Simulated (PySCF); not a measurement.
**C₂H₂B₂Cl₂F₂: geometry, spin-spin couplings**

Aim: predict the spin-spin couplings of C₂H₂B₂Cl₂F₂ (`C=C(B(F)F)B(Cl)Cl`).

Programs: PySCF 2.14.0, with density-fitted response routines of our own. Each step states its level of theory. These are calculated values for one molecule in the gas phase, unless marked as measured. Atoms are numbered from 0 throughout.

## (1) The molecule as given

10 atoms, charge 0, multiplicity 1; geometry from: GFN2-xTB. The atoms were then displaced at random by about 0.01 Å, so the start is not that level's minimum.

Bonds of the start (Å): C0–C1 1.36, C1–B2 1.55, B2–F3 1.35, B2–F4 1.32, C1–B5 1.58, B5–Cl6 1.70, B5–Cl7 1.72, C0–H8 1.10, C0–H9 1.05.

## (2) Relaxing the molecule at PBE0-D3(BJ)/def2-SVP

Job settings and geometry (Å):

```
{"job": {"xc": "PBE0", "basis": "def2-SVP", "d3": "d3bj", "grid": 1, "shake": 0.01, "kind": "geom"}, "charge": 0, "multiplicity": 1}
C     -0.495290    -1.360070    -0.037000
C     -0.022750    -0.089540    -0.008110
B      1.519850     0.069920     0.087980
F      2.364240    -0.966990     0.259710
F      2.176690     1.209880    -0.011950
B     -0.988170     1.160130    -0.063040
Cl    -2.578720     0.963740    -0.643520
Cl    -0.471950     2.708130     0.471340
H     -1.577900    -1.514720    -0.096890
H      0.124430    -2.201410     0.020420
```

On the command line:

```sh
OMP_NUM_THREADS=1 python probes_run.py task.json out
```

This one command runs all jobs of the session in turn.

**Question.** This job is followed by: B3LYP/cc-pVTZ indirect spin-spin coupling, non-relativistic, gas phase; B3LYP/6-31G* indirect spin-spin coupling, non-relativistic, gas phase. Predict these results of the whole session: point group; rotational constants (main isotopes); largest coupling of the table (B3LYP/cc-pVTZ); range of J(F3,F4), mean over like pairs.

As calculated:

| quantity | value |
| --- | --- |
| point group | C1 |
| rotational constants (main isotopes) | 2.01, 0.93, 0.65 GHz |
| largest coupling of the table (B3LYP/cc-pVTZ) | ²J(F,F) F3–F4, -219.0 Hz |
| range of J(F3,F4), mean over like pairs | -219.0 to -131.9 Hz |

What this shows: The start of the PBE0/def2-SVP relaxation was shaken at random by about 0.01 Å, so part of the energy gained, and of the first lengths quoted, undoes that. Over 8 steps the energy fell by 0.167 eV; of the close pairs, B5–Cl6 changed most, 1.705 to 1.758 Å. No frequency check was run at this level, so the end point may be a saddle. Of the pairs tabulated at B3LYP/cc-pVTZ, F3–F4 couples most strongly (-219.0 Hz; Fermi contact 13.6 Hz). Couplings across rotatable bonds belong to this one conformer; where others are populated, the observed values are averages. Density functionals describe couplings to fluorine poorly, F–F couplings above all, so those rows are rough. The coupling F3–F4, as a mean over pairs of its kind, runs from -219.0 Hz (B3LYP/cc-pVTZ) to -131.9 Hz (B3LYP/6-31G*). Couplings from bases without tight functions are rough.
